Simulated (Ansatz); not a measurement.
**Ta3Cu: which structure is lowest, part 1 of 2**

2 trial structures of Ta3Cu are relaxed, then compared.

Program: Ansatz 0.2.0. Level of theory: DFT PBE, scalar-relativistic, plane waves, PAW. These are calculated values, not measurements.

**1. The structure to begin with**

The structure is tetragonal, space group I4/mmm (No. 139). The conventional cell has a = 4.013 Å, b = 4.013 Å, c = 8.416 Å, α = 90.00°, β = 90.00°, γ = 90.00°. Ta (site symmetry -4m2) has 8 Ta at 2.84 to 2.91 Å and 4 Cu at 2.91 Å as nearest neighbours. Around Ta (site symmetry 4/mmm) lie 4 Cu at 2.84 Å and 8 Ta at 2.91 Å. Cu (site symmetry 4/mmm) is surrounded by 12 Ta at 2.84 to 2.91 Å.

Coordinates:

```
Ta Cu
1.0
    -2.00651    2.00651    4.20817
     2.00651   -2.00651    4.20817
     2.00651    2.00651   -4.20817
Ta Cu
3 1
Direct
  0.75000 0.25000 0.50000
  0.25000 0.75000 0.50000
  0.50000 0.50000 0.00000
  0.00000 0.00000 0.00000
```

This is candidate A: structure listed in a database for this formula (I4/mmm, No. 139).

**2. Probe: one point at the start (candidate A)**

The input, input.yaml:

```yaml
crystal:
  lattice:
    - [-2.006507, 2.006507, 4.20817]
    - [2.006507, -2.006507, 4.20817]
    - [2.006507, 2.006507, -4.20817]
  atoms:
    - { symbol: Ta, position: [0.75, 0.25, 0.5] }
    - { symbol: Ta, position: [0.25, 0.75, 0.5] }
    - { symbol: Ta, position: [0.5, 0.5, 0.0] }
    - { symbol: Cu, position: [0.0, 0.0, 0.0] }
basis:
  ecutwfc: 420
kpoints:
  mp_grid: { grid: [6, 6, 6] }
hamiltonian:
  xc: pbe
scf:
  occupations: { method: gaussian, width: 0.1 }
  lower_state_search: "off"
output:
  forces: true
  stress: true
  eigenvalues: true
```

Started as:

```console
ansatz run input.yaml --threads 1 --pin off --max-ram 2560MiB --backend cpu --events-out ev --progress --plain --runs-dir out
```

The log of the run (excerpt; [...] marks lines left out):

```text
Warning: RAYON_NUM_THREADS=1 ignored (pool sized by the plan → 1); use --threads N
[...]
Pseudopotentials: kind: paw
Pseudopotential: Ta, paw, valence charge 13, recommended cutoff 420 eV (normal), Ta.paw.azcp
Pseudopotential: Cu, paw, valence charge 19, recommended cutoff 420 eV (normal), Cu.paw.azcp
Functional definition: PBE
[...]
Crystal: 4 atoms, lattice volume = 67.770 Å³
Basis set: ecut = 420 eV, 1347 PW (Γ), exchange–correlation on 72×72×72 points (8 copies of the dense FFT grid, shifted against one another)
Bands: 35, of which v1, the nominal top of the filled ones, is band 29 counted from 1 (28 counted from 0)
Symmetry: 16 space group operations
Space group: I4/mmm (ITA 139), of the structure as read, at distance tolerance 4.1e-5 Å
k-points: 30 of 216
[...]
SCF iter   1: F=—  HF=-36421.328098 eV  |F-HF|=—  |Δ(HF+E_count)|=         —  Δρ=6.95e-3  dr2=3.41e-2  ethr=1.77e-3  ⟨swp⟩=4.8  Hψ=3543  notcnv=0
[...]
SCF iter   6: F=-36421.325619 eV  HF=-36421.325619 eV  |F-HF|=3.36e-8  |Δ(HF+E_count)|=   1.31e-7  Δρ=9.78e-6  dr2=6.76e-8  ethr=1.72e-10  ⟨swp⟩=6.1  Hψ=4383  notcnv=0
[...]
SCF converged after 6 iterations
Free energy (F): -36421.325619 eV
[...]
E sigma→0 (E₀):  -36421.319607 eV
Entropy (-TS):   -0.012023 eV (-3.006 meV/atom)
Fermi energy:    18.064177 eV
[...]
--- Forces (eV/Å), atoms counted from 1 ---
  atom   1  Ta     0.00000000     0.00000000     0.00000000
  atom   2  Ta     0.00000000     0.00000000     0.00000000
  atom   3  Ta     0.00000000     0.00000000     0.00000000
  atom   4  Cu     0.00000000     0.00000000     0.00000000
[...]
--- Stress (GPa, compression-positive) ---
        0.198194      -0.000000      -0.000000
       -0.000000       0.198194      -0.000000
        0.000000       0.000000       0.784700
  P = ⅓ Tr σ = 0.3937 GPa (3.937 kbar)
--- Band table (eV; the first three rows and the last of 30) ---
[...]
```

Wall time 5.3 s (1 thread of Intel Xeon Platinum 8259CL at 2.50GHz (Skylake/Cascade Lake), shared host); peak memory 0.44 GiB.

From the probe: pressure 0.4 GPa, largest force 0.00 eV/Å, gap on this mesh none (metal). The gap decides the next run's mesh: 16×16×16 points.

**3. Full relaxation (candidate A)**

input.yaml: that of step 2 with these lines changed.

```diff
@@ -13,3 +13,3 @@
 kpoints:
-  mp_grid: { grid: [6, 6, 6] }
+  mp_grid: { grid: [16, 16, 16] }
 hamiltonian:
@@ -18,3 +18,2 @@
   occupations: { method: gaussian, width: 0.1 }
-  lower_state_search: "off"
 output:
@@ -23 +22,6 @@
   eigenvalues: true
+relax:
+  adjacent_minimum: "off"
+  f_tol: 0.01
+  max_steps: 80
+  cell: { stress_tol: 0.05 }
```

Started as:

```console
ansatz run input.yaml --threads 1 --pin off --max-ram 2560MiB --backend cpu --events-out ev --progress --plain --runs-dir out
```

The log of the run:

```text
Warning: RAYON_NUM_THREADS=1 ignored (pool sized by the plan → 1); use --threads N
Engine: ansatz 0.2.0, x86_64-unknown-linux-gnu
[... 4 set-up lines as earlier in the session ...]
  parameter kappa = 0.804
  parameter beta = 0.06672455060314922
  exchange = pbe_x(kappa = kappa, mu = beta*pi^2/3)
  correlation = pbe_c(beta = beta)
Crystal: 4 atoms, lattice volume = 67.770 Å³
Basis set: ecut = 420 eV, 1347 PW (Γ), exchange–correlation on 72×72×72 points (8 copies of the dense FFT grid, shifted against one another)
Bands: 35, of which v1, the nominal top of the filled ones, is band 29 counted from 1 (28 counted from 0)
[... 2 set-up lines as earlier in the session ...]
k-points: 349 of 4096
Non-local potential: Ta, projectors of the file, l = 0: 3, l = 1: 2, l = 2: 2, l = 3: 1
Non-local potential: Cu, projectors of the file, l = 0: 3, l = 1: 2, l = 2: 3, l = 3: 1
PAW form: soft (Blöchl's): semilocal exchange-correlation on the pseudo side does not see the compensation charge
PAW one-centre angular grid: Ta, 590 points (default); XC on 64 Gauss nodes
PAW one-centre angular grid: Cu, 590 points (default); XC on 64 Gauss nodes
Initial density: superposition of atomic densities (neutral atoms: chi_scale 0, normalization atom), corrected by the library's trained network
Initial wavefunctions: pseudopotential atomic-orbital guess
Functional: x = pbe(κ = 0.804, μ = 0.2195149727645171), c = pbe(β = 0.06672455060314922)
SCF iter   1: F=—  HF=-36421.305447 eV  |F-HF|=—  |Δ(HF+E_count)|=         —  Δρ=6.26e-3  dr2=2.15e-2  ethr=1.77e-3  ⟨swp⟩=4.8  Hψ=41259  notcnv=0
preconditioner: auto → Kerker (q_TF=auto, 2.658 Å⁻¹)  [metal: Δε(μ)=0.001 eV  Ē_g=4.716 eV  σ=0.100 eV  W_gap=0.00  n_scr=14 (ndim 8)  ℏωp=23.0 eV  f_vac=0.000  D(μ)=3.57/eV (n_scr^D=32)]
SCF iter   2: F=—  HF=-36421.305795 eV  |F-HF|=—  |Δ(HF+E_count)|=   3.48e-4  Δρ=3.58e-3  dr2=6.65e-3  ethr=3.71e-5  ⟨swp⟩=1.9  Hψ=17288  notcnv=0  defer=1
SCF iter   3: F=—  HF=-36421.305339 eV  |F-HF|=—  |Δ(HF+E_count)|=   4.56e-4  Δρ=1.63e-3  dr2=1.29e-3  ethr=1.15e-5  ⟨swp⟩=2.0  Hψ=16073  notcnv=0  defer=1
SCF iter   4: F=—  HF=-36421.305139 eV  |F-HF|=—  |Δ(HF+E_count)|=   2.00e-4  Δρ=2.83e-4  dr2=5.62e-5  ethr=2.23e-6  ⟨swp⟩=2.0  Hψ=14619  notcnv=0  defer=1
SCF iter   5: F=—  HF=-36421.305141 eV  |F-HF|=—  |Δ(HF+E_count)|=   2.23e-6  Δρ=6.69e-5  dr2=1.86e-6  ethr=9.69e-8  ⟨swp⟩=2.0  Hψ=16349  notcnv=0  defer=1
SCF iter   6: F=—  HF=-36421.305141 eV  |F-HF|=—  |Δ(HF+E_count)|=   2.26e-7  Δρ=1.89e-5  dr2=1.79e-7  ethr=3.21e-9  ⟨swp⟩=2.2  Hψ=17586  notcnv=0  defer=1
SCF iter   7: F=-36421.305141 eV  HF=-36421.305141 eV  |F-HF|=3.72e-9  |Δ(HF+E_count)|=   1.19e-8  Δρ=4.64e-6  dr2=1.21e-8  ethr=1.72e-10  ⟨swp⟩=6.9  Hψ=42574  notcnv=0
SCF 1 converged in 7 iterations: F = -36421.305141 eV  dr2 = 1.21e-8
relax step   1: F+E_penalty+E_count = -36421.30514119 eV  Δ(F+E_penalty+E_count) = +0.000e0 eV  max|allowed force component| = 3.903e-18 eV/Å  Δτ_max = 0.0000 Å  P = +0.447 GPa  Ω = 67.770 Å³  (7 SCF iters, dr2 threshold 1.00e-7 eV, accepted)
Crystal: 4 atoms, lattice volume = 68.311 Å³
Basis set: ecut = 420 eV, 1363 PW (Γ), exchange–correlation on 72×72×72 points (8 copies of the dense FFT grid, shifted against one another)
Initial density: handed on by an earlier stage of this run
Initial wavefunctions: those handed on with the density
iter 1 solved again at ethr=2.04e-5 eV; its pass at ethr=3.10e-3 eV (dr2=1.18e-2 eV) is discarded
SCF iter   1: F=—  HF=-36421.305520 eV  |F-HF|=—  |Δ(HF+E_count)|=         —  Δρ=4.33e-3  dr2=1.19e-2  ethr=2.04e-5  ⟨swp⟩=2.0  Hψ=57543  notcnv=0
preconditioner: auto → Kerker (q_TF=auto, 2.655 Å⁻¹)  [metal: Δε(μ)=0.005 eV  Ē_g=4.681 eV  σ=0.100 eV  W_gap=0.03  n_scr=14 (ndim 8)  ℏωp=22.9 eV  f_vac=0.000  D(μ)=3.86/eV (n_scr^D=36)]
SCF iter   2: F=—  HF=-36421.304355 eV  |F-HF|=—  |Δ(HF+E_count)|=   1.17e-3  Δρ=6.52e-4  dr2=7.08e-4  ethr=2.04e-5  ⟨swp⟩=2.0  Hψ=14033  notcnv=0
SCF iter   3: F=—  HF=-36421.304133 eV  |F-HF|=—  |Δ(HF+E_count)|=   2.22e-4  Δρ=6.79e-4  dr2=5.42e-4  ethr=1.22e-6  ⟨swp⟩=2.0  Hψ=21093  notcnv=0
SCF iter   4: F=—  HF=-36421.304061 eV  |F-HF|=—  |Δ(HF+E_count)|=   7.26e-5  Δρ=1.54e-4  dr2=1.32e-5  ethr=9.35e-7  ⟨swp⟩=2.0  Hψ=14339  notcnv=0
SCF iter   5: F=—  HF=-36421.304067 eV  |F-HF|=—  |Δ(HF+E_count)|=   6.87e-6  Δρ=6.05e-5  dr2=2.58e-6  ethr=2.28e-8  ⟨swp⟩=2.0  Hψ=22271  notcnv=0
SCF iter   6: F=-36421.304068 eV  HF=-36421.304068 eV  |F-HF|=5.60e-8  |Δ(HF+E_count)|=   9.54e-8  Δρ=6.54e-6  dr2=2.83e-8  ethr=6.90e-10  ⟨swp⟩=3.2  Hψ=45227  notcnv=0
the search or the solves at the SCF's close seem to have found levels that the self-consistency loop had missed (the run counts 1). By its estimate they hold under 1e-12 electrons; where the run keeps them, the occupations were computed again with them
SCF 2 converged in 6 iterations: F = -36421.304068 eV  dr2 = 2.83e-8
relax step   2: F+E_penalty+E_count = -36421.30406753 eV  Δ(F+E_penalty+E_count) = +1.074e-3 eV  max|allowed force component| = 4.770e-18 eV/Å  Δτ_max = 0.0000 Å  P = -1.008 GPa  Ω = 68.311 Å³  energy of the carried Pulay correction = -2.110e-4 eV  (6 SCF iters, dr2 threshold 4.00e-7 eV, rejected (line search))
Crystal: 4 atoms, lattice volume = 67.940 Å³
iter 1 solved again at ethr=9.75e-6 eV; its pass at ethr=3.10e-3 eV (dr2=5.65e-3 eV) is discarded
SCF iter   1: F=—  HF=-36421.306084 eV  |F-HF|=—  |Δ(HF+E_count)|=         —  Δρ=2.99e-3  dr2=5.68e-3  ethr=9.75e-6  ⟨swp⟩=1.0  Hψ=45738  notcnv=0
preconditioner: auto → Kerker (q_TF=auto, 2.657 Å⁻¹)  [metal: Δε(μ)=0.009 eV  Ē_g=4.660 eV  σ=0.100 eV  W_gap=0.05  n_scr=14 (ndim 8)  ℏωp=23.0 eV  f_vac=0.000  D(μ)=3.73/eV (n_scr^D=36)]
SCF iter   2: F=—  HF=-36421.305540 eV  |F-HF|=—  |Δ(HF+E_count)|=   5.44e-4  Δρ=4.90e-4  dr2=3.89e-4  ethr=9.75e-6  ⟨swp⟩=2.0  Hψ=13470  notcnv=0
SCF iter   3: F=—  HF=-36421.305442 eV  |F-HF|=—  |Δ(HF+E_count)|=   9.74e-5  Δρ=4.19e-4  dr2=2.19e-4  ethr=6.71e-7  ⟨swp⟩=2.0  Hψ=14185  notcnv=0
SCF iter   4: F=—  HF=-36421.305413 eV  |F-HF|=—  |Δ(HF+E_count)|=   2.93e-5  Δρ=9.06e-5  dr2=5.94e-6  ethr=3.77e-7  ⟨swp⟩=2.0  Hψ=14730  notcnv=0
SCF iter   5: F=—  HF=-36421.305419 eV  |F-HF|=—  |Δ(HF+E_count)|=   5.42e-6  Δρ=2.08e-5  dr2=4.00e-7  ethr=1.02e-8  ⟨swp⟩=2.0  Hψ=22219  notcnv=0
SCF iter   6: F=—  HF=-36421.305419 eV  |F-HF|=—  |Δ(HF+E_count)|=   5.59e-8  Δρ=4.53e-6  dr2=2.89e-8  ethr=6.90e-10  ⟨swp⟩=2.0  Hψ=16602  notcnv=0
SCF iter   7: F=—  HF=-36421.305419 eV  |F-HF|=—  |Δ(HF+E_count)|=   6.80e-9  Δρ=9.73e-7  dr2=5.46e-10  ethr=4.98e-11  ⟨swp⟩=2.0  Hψ=22080  notcnv=0
SCF iter   8: F=-36421.305419 eV  HF=-36421.305419 eV  |F-HF|=0.00e0  |Δ(HF+E_count)|=  4.37e-11  Δρ=1.67e-7  dr2=2.14e-11  ethr=1.00e-12  ⟨swp⟩=4.9  Hψ=45246  notcnv=0
SCF 3 converged in 8 iterations: F = -36421.305419 eV  dr2 = 2.14e-11
relax step   3: F+E_penalty+E_count = -36421.30541865 eV  Δ(F+E_penalty+E_count) = -2.775e-4 eV  max|allowed force component| = 3.903e-18 eV/Å  Δτ_max = 0.0000 Å  P = -0.022 GPa  Ω = 67.940 Å³  energy of the carried Pulay correction = -6.617e-5 eV  (8 SCF iters, accepted)
Crystal: 4 atoms, lattice volume = 67.934 Å³
iter 1 solved again at ethr=3.39e-9 eV; its pass at ethr=3.10e-3 eV (dr2=1.97e-6 eV) is discarded
SCF iter   1: F=—  HF=-36421.305424 eV  |F-HF|=—  |Δ(HF+E_count)|=         —  Δρ=5.20e-5  dr2=1.95e-6  ethr=3.39e-9  ⟨swp⟩=2.6  Hψ=57477  notcnv=0
preconditioner: auto → Kerker (q_TF=auto, 2.657 Å⁻¹)  [metal: Δε(μ)=0.008 eV  Ē_g=4.679 eV  σ=0.100 eV  W_gap=0.05  n_scr=14 (ndim 8)  ℏωp=23.0 eV  f_vac=0.000  D(μ)=3.78/eV (n_scr^D=36)]
SCF iter   2: F=—  HF=-36421.305426 eV  |F-HF|=—  |Δ(HF+E_count)|=   1.59e-6  Δρ=2.12e-5  dr2=3.41e-7  ethr=3.36e-9  ⟨swp⟩=1.6  Hψ=12580  notcnv=0
SCF iter   3: F=—  HF=-36421.305426 eV  |F-HF|=—  |Δ(HF+E_count)|=   4.05e-8  Δρ=1.43e-5  dr2=1.44e-7  ethr=5.88e-10  ⟨swp⟩=2.0  Hψ=15911  notcnv=0
iter 4 did not close the SCF: its close was put off for the readings that it lacked (scf_convergence_deferred on its scf_iter line)
SCF iter   4: F=-36421.305426 eV  HF=-36421.305426 eV  |F-HF|=9.90e-10  |Δ(HF+E_count)|=   1.55e-8  Δρ=2.53e-6  dr2=3.76e-9  ethr=2.48e-10  ⟨swp⟩=2.0  Hψ=14588  notcnv=0
iter 5 did not close the SCF: its close was put off for the readings that it lacked (scf_convergence_deferred on its scf_iter line)
SCF iter   5: F=-36421.305426 eV  HF=-36421.305426 eV  |F-HF|=9.46e-11  |Δ(HF+E_count)|=  3.57e-10  Δρ=4.96e-7  dr2=1.90e-10  ethr=6.48e-12  ⟨swp⟩=2.0  Hψ=21246  notcnv=0
SCF iter   6: F=-36421.305426 eV  HF=-36421.305426 eV  |F-HF|=7.28e-12  |Δ(HF+E_count)|=  1.24e-10  Δρ=1.56e-7  dr2=1.87e-11  ethr=1.00e-12  ⟨swp⟩=2.0  Hψ=36478  notcnv=0
SCF 4 converged in 6 iterations: F = -36421.305426 eV  dr2 = 1.87e-11
relax step   4: F+E_penalty+E_count = -36421.30542553 eV  Δ(F+E_penalty+E_count) = -6.881e-6 eV  max|allowed force component| = 7.806e-18 eV/Å  Δτ_max = 0.0000 Å  P = -0.009 GPa  Ω = 67.934 Å³  energy of the carried Pulay correction = -6.386e-5 eV  (6 SCF iters, dr2 threshold 9.47e-9 eV, accepted)
Initial wavefunctions: pseudopotential atomic-orbital guess (no wavefunctions were taken with the density)
iter 1 solved again at ethr=8.78e-8 eV; its pass at ethr=3.10e-3 eV (dr2=5.09e-5 eV) is discarded
SCF iter   1: F=—  HF=-36421.305465 eV  |F-HF|=—  |Δ(HF+E_count)|=         —  Δρ=1.23e-4  dr2=2.13e-7  ethr=8.78e-8  ⟨swp⟩=3.4  Hψ=73058  notcnv=0
SCF iter   2: F=—  HF=-36421.305482 eV  |F-HF|=—  |Δ(HF+E_count)|=   1.73e-5  Δρ=6.23e-5  dr2=5.47e-8  ethr=3.67e-10  ⟨swp⟩=2.0  Hψ=16465  notcnv=0
SCF iter   3: F=—  HF=-36421.305488 eV  |F-HF|=—  |Δ(HF+E_count)|=   5.61e-6  Δρ=1.13e-6  dr2=4.61e-10  ethr=9.43e-11  ⟨swp⟩=1.0  Hψ=12215  notcnv=0
iter 4 did not close the SCF: its close was put off for the readings that it lacked (scf_convergence_deferred on its scf_iter line)
SCF iter   4: F=-36421.305488 eV  HF=-36421.305488 eV  |F-HF|=2.18e-11  |Δ(HF+E_count)|=  7.28e-11  Δρ=2.36e-7  dr2=2.19e-11  ethr=1.00e-12  ⟨swp⟩=2.0  Hψ=19195  notcnv=0
iter 5 did not close the SCF: its close was put off for the readings that it lacked (scf_convergence_deferred on its scf_iter line)
SCF iter   5: F=-36421.305488 eV  HF=-36421.305488 eV  |F-HF|=7.28e-12  |Δ(HF+E_count)|=  1.46e-11  Δρ=1.14e-7  dr2=4.77e-12  ethr=1.00e-12  ⟨swp⟩=1.0  Hψ=12215  notcnv=0
iter 6 did not close the SCF: its close was put off for the readings that it lacked (scf_convergence_deferred on its scf_iter line)
SCF iter   6: F=-36421.305488 eV  HF=-36421.305488 eV  |F-HF|=0.00e0  |Δ(HF+E_count)|=  1.46e-11  Δρ=2.81e-8  dr2=6.55e-13  ethr=1.00e-12  ⟨swp⟩=1.0  Hψ=12215  notcnv=0
iter 7 did not close the SCF: its close was put off for the readings that it lacked (scf_convergence_deferred on its scf_iter line)
SCF iter   7: F=-36421.305488 eV  HF=-36421.305488 eV  |F-HF|=7.28e-12  |Δ(HF+E_count)|=  7.28e-12  Δρ=4.52e-9  dr2=2.18e-14  ethr=1.00e-12  ⟨swp⟩=1.0  Hψ=12215  notcnv=0
SCF iter   8: F=-36421.305488 eV  HF=-36421.305488 eV  |F-HF|=7.28e-12  |Δ(HF+E_count)|=  1.46e-11  Δρ=3.07e-9  dr2=4.75e-15  ethr=1.00e-12  ⟨swp⟩=1.1  Hψ=25906  notcnv=0
SCF 5 converged in 8 iterations: F = -36421.305488 eV  dr2 = 4.75e-15
relax step   5: F+E_penalty+E_count = -36421.30548763 eV  Δ(F+E_penalty+E_count) = -6.210e-5 eV  max|allowed force component| = 6.939e-18 eV/Å  Δτ_max = 0.0000 Å  P = -0.008 GPa  Ω = 67.934 Å³  stress off target by 2.00e-2 GPa  SCF on the basis re-selected at this cell (its energy is not comparable with the rows above)  (8 SCF iters)
basis re-selected at this cell: Δ(F+E_penalty+E_count) = -6.210e-5 eV, ΔP = +0.001 GPa vs the last step (what re-selecting the basis moved, of the pressure what is left beyond the Pulay correction that the steps carried, after the strain that the cell walked since its last selection, with what the two solves' SCF thresholds leave and, on support functions, any second-order correction that the steps lacked; it is no measure of the basis error at this ecutwfc). This SCF's stress stands 2.00e-2 GPa from its target on what of the cell is left free (relax.cell.stress_tol is 5.00e-2 GPa) and its largest allowed force component is 6.94e-18 eV/Å (relax.f_tol is 1.00e-2 eV/Å): within both
SCF converged after 8 iterations
Free energy (F): -36421.305488 eV
Harris-Foulkes:  -36421.305488 eV  (|F-HF|=7.28e-12)
Internal energy: -36421.286583 eV  (E = F + TS)
E sigma→0 (E₀):  -36421.296035 eV
Entropy (-TS):   -0.018904 eV (-4.726 meV/atom)
Fermi energy:    18.050952 eV
--- Per-component energies (eV) ---
  E_band       = -694.331196
  E_kinetic    = 1394.621401
  E_local      = -6469.651213  (includes V_loc(G=0)·N_el)
  E_nonlocal   = 426.819643
  E_hartree    = 2730.207799
  E_xc         = -744.694402
  E_vxc        = -727.381818  (∫ρ·V_xc dr)
  E_paw        = -26846.384705  (= ΣΔE_a)
  E_vpaw       = -779.155573  (= ΣTr[D̂ρ^β])
  E_aug_tail   = 0.000769  (compensation charges beyond the density's cutoff)
  E_ewald      = -6912.205875
  E_smearing   = -0.018904  (= −TS)
  E_closure    = 0.000000  (closes the sum)
  Σ components = -36421.305488   (vs F -36421.305488, Δ=0.00e0)
--- Forces (eV/Å), atoms counted from 1 ---
  atom   1  Ta     0.00000000    -0.00000000     0.00000000
  atom   2  Ta    -0.00000000     0.00000000    -0.00000000
  atom   3  Ta    -0.00000000     0.00000000     0.00000000
  atom   4  Cu     0.00000000     0.00000000    -0.00000000
  max |Σ_I F_I| component: 1.73e-18 eV/Å
--- Stress (GPa, compression-positive) ---
       -0.002261       0.000000      -0.000000
        0.000000      -0.002261       0.000000
       -0.000000       0.000000      -0.020029
  P = ⅓ Tr σ = -0.0082 GPa (-0.082 kbar)
--- Band table (eV; the first three rows and the last of 349) ---
  k-point 0: bands = ["-94.9539", "-52.3178", "-52.3178", "-52.2667", "-49.6037", "-49.4857", "-49.4482", "-16.5302", "-16.3760", "-16.3760", "-16.1744", "-16.1744", "-16.0226", "-15.5908", "-15.5908", "-15.5877", "9.6108", "13.3215", "14.0766", "14.2790", "14.6132", "14.8114", "14.8114", "15.8482", "16.1727", "16.3951", "16.3951", "17.8552", "17.8552", "18.1150", "20.0402", "20.2936", "20.5127", "20.8131", "22.3387"]
  k-point 1: bands = ["-94.9539", "-52.3178", "-52.3178", "-52.2667", "-49.6014", "-49.4859", "-49.4503", "-16.5323", "-16.3722", "-16.3464", "-16.2019", "-16.1763", "-15.9981", "-15.6247", "-15.5902", "-15.5888", "9.7179", "13.3989", "14.1195", "14.3126", "14.6933", "14.7855", "14.8318", "15.7729", "16.1267", "16.3853", "16.4623", "17.7586", "17.8233", "18.1050", "19.7052", "20.3528", "20.6014", "20.7887", "22.2295"]
  k-point 2: bands = ["-94.9539", "-52.3179", "-52.3178", "-52.2667", "-49.5947", "-49.4866", "-49.4561", "-16.5416", "-16.3572", "-16.2617", "-16.2582", "-16.1820", "-15.9500", "-15.7196", "-15.5982", "-15.5833", "10.0311", "13.6072", "14.2447", "14.4080", "14.7024", "14.8127", "15.0028", "15.4115", "16.0779", "16.4766", "16.6517", "17.5120", "17.7473", "18.0924", "19.0227", "20.4595", "20.6116", "20.9248", "21.8172"]
  k-point 348: bands = ["-94.9539", "-52.3178", "-52.3178", "-52.2668", "-49.5567", "-49.5328", "-49.4484", "-16.5303", "-16.5303", "-16.2197", "-16.0075", "-15.9697", "-15.9697", "-15.9358", "-15.6341", "-15.6341", "12.1930", "12.2167", "13.2960", "13.4839", "14.0578", "14.0578", "14.4997", "15.4892", "15.8623", "16.6028", "16.6028", "16.9929", "18.3149", "20.0906", "20.2693", "20.2693", "21.2163", "21.2253", "21.2253"]
--- Relaxed structure (4 steps of the walk, 3 accepted, 1 SCFs on fresh bases) ---
  F+E_penalty+E_count = -36421.30548763 eV   max|allowed force component| = 6.939e-18 eV/Å   (the final SCF, on the basis selected at the relaxed cell)
  cell:  # Å, volume = 67.9345 Å³
    - [-2.0098424579902807, 2.0098424579902807, 4.204422323163979]
    - [2.0098424579902807, -2.0098424579902807, 4.204422323163979]
    - [2.0098424579902807, 2.0098424579902807, -4.204422323163979]
  atoms:
    - { symbol: Ta, position: [0.75, 0.25000000000000006, 0.5] }
    - { symbol: Ta, position: [0.25000000000000006, 0.75, 0.5] }
    - { symbol: Ta, position: [0.5000000000000001, 0.5000000000000001, -8.190647007359017e-36] }
    - { symbol: Cu, position: [-3.933054144575388e-36, -1.9680464021592058e-35, -1.574740987701667e-35] }
```

Run time: 4.5 min. Hardware: 1 thread of Intel Xeon Platinum 8259CL at 2.50GHz (Skylake/Cascade Lake), shared host; peak memory 0.9 GiB.

The steps of the relaxation:

| step | E - E(step 1) (eV/cell) | largest force component (eV/Å) | pressure (GPa) | volume (Å³) |
| --- | --- | --- | --- | --- |
| 1 | 0.0000 | 0.0000 | 0.45 | 67.77 |
| 2 | 0.0011 | 0.0000 | -1.01 | 68.31 |
| 3 | -0.0003 | 0.0000 | -0.02 | 67.94 |
| 4 | -0.0003 | 0.0000 | -0.01 | 67.93 |
| 5 | -0.0003 | 0.0000 | -0.01 | 67.93 |

Step 1 is the start. Step 5 repeats the geometry before it on a plane-wave basis chosen anew for that cell, so its energy need not be comparable with the rows above. Step 2 was tried and not accepted.

Lengths and angles in the start's conventional setting:

|  | before | after | change |
| --- | --- | --- | --- |
| a (Å) | 4.013 | 4.020 | +0.2 % |
| b (Å) | 4.013 | 4.020 | +0.2 % |
| c (Å) | 8.416 | 8.409 | -0.1 % |
| volume (Å³/atom) | 16.94 | 16.98 | +0.2 % |
| shortest distance (Å) | 2.838 | 2.842 | +0.2 % |
| space group (0.01 Å) | I4/mmm | I4/mmm | same |

Forces and stress were held to the start's 16 operations: a distortion of lower symmetry was not tested.

(Continued in part 2 of 2.)
